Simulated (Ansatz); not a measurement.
# CHFGaN: one species, many methods

An exercise on one series of results from a longer session: the logs are not shown, and one member is left open.

Computed with Ansatz 0.2.0, Gaussian basis. Level: functionals in def2-TZVPP, the program's frozen cores in correlated methods.

The runs, in order: LDA (SPW92), PBE-D4, revPBE-D4, BLYP-D4, r2SCAN-D4, B97M-V, PBE0-D4, B3LYP-D4, r2SCANh-D4, r2SCAN0-D4, HSE06-D4, BHLYP-D4, CAM-B3LYP-D4, LC-ωPBE, ωB97X-V, ωB97M-V, B2PLYP, PBE-QIDH; CCSD(T)/def2-SVP; CCSD(T)/def2-TZVPP; MP2/def2-QZVPP; extrapolation to the limit; RPA on PBE.

## Structure used throughout

All runs share one geometry, relaxed beforehand with PBE0-D4 in a triple-zeta def2 set.

SMILES `N#[C][GaH][F]`, 5 atoms, charge 0, spin multiplicity 1.

Atoms are counted from 1 here; the program's logs count them from 0.

Bond lengths: N1–C2 1.152 Å, C2–Ga3 1.931 Å, Ga3–F4 1.741 Å, Ga3–H5 1.539 Å. Angles: N1–C2–Ga3 177.5°, C2–Ga3–F4 112.3°, C2–Ga3–H5 127.5°, F4–Ga3–H5 120.2°.

The first run:

in.yaml reads:

```yaml
crystal:
  periodic: [false, false, false]
  atoms:
    - {symbol: N, position_ang: [1.214049, -1.657172, 1.266042]}
    - {symbol: C, position_ang: [0.640993, -0.864700, 0.656254]}
    - {symbol: Ga, position_ang: [-0.259728, 0.518981, -0.345529]}
    - {symbol: F, position_ang: [-1.724660, -0.053483, -1.092567]}
    - {symbol: H, position_ang: [0.179245, 1.982674, -0.525601]}
basis:
  gaussian: {orbitals: def2-TZVPP}
hamiltonian: {xc: lda}
output: {orbitals: {seedname: orbitals}}
```

Among the steps run: LDA; PBE-D4 (GGA); revPBE-D4 (GGA); BLYP-D4 (GGA); r2SCAN-D4 (meta-GGA); B97M-V (meta-GGA); PBE0-D4 (hybrid); B3LYP-D4 (hybrid); r2SCANh-D4 (hybrid); r2SCAN0-D4 (hybrid); HSE06-D4 (hybrid); BHLYP-D4 (hybrid); CAM-B3LYP-D4 (range-separated); LC-ωPBE-D4 (range-separated; the results give it without D4); ωB97X-V (range-separated); ωB97M-V (range-separated); B2PLYP (double hybrid); PBE-QIDH (double hybrid).

One table of the session follows, with a row left open; its other results are not shown here.

It belongs to the step «Frontier levels by functional». 

```
  functional  HOMO (eV)  LUMO (eV)  gap (eV)
 LDA (SPW92)      -8.66      -3.68      4.98
      PBE-D4      -8.50      -3.38      5.12
   revPBE-D4      -8.43      -3.25      5.18
     BLYP-D4      -8.43      -3.33      5.10
   r2SCAN-D4      -8.92      -3.16      5.76
      B97M-V      -9.03      -3.29      5.74
     PBE0-D4     -10.13      -2.56      7.57
    B3LYP-D4      -9.89      -2.86      7.03
  r2SCANh-D4      -9.53      -2.86      6.67
  r2SCAN0-D4          ?          ?         ?
    HSE06-D4      -9.72      -2.93      6.79
    BHLYP-D4     -11.39      -1.82      9.57
CAM-B3LYP-D4     -11.59      -1.66      9.93
     LC-ωPBE     -12.99      -0.41     12.58
     ωB97X-V     -12.59      -0.54     12.05
     ωB97M-V     -12.46      -0.74     11.72
```

Q: Estimate the row for r2SCAN0-D4 from the others.

Worked estimate for «HOMO (eV)». Against the share of exact exchange, r2SCAN-D4 (0, -8.92), r2SCANh-D4 (0.1, -9.53) give a slope of -6.10 per unit share; at 0.25 the line stands at -10.44.

As computed: HOMO (eV): -10.36; LUMO (eV): -2.43; gap (eV): 7.93. In «HOMO (eV)» the line misses by -0.08.
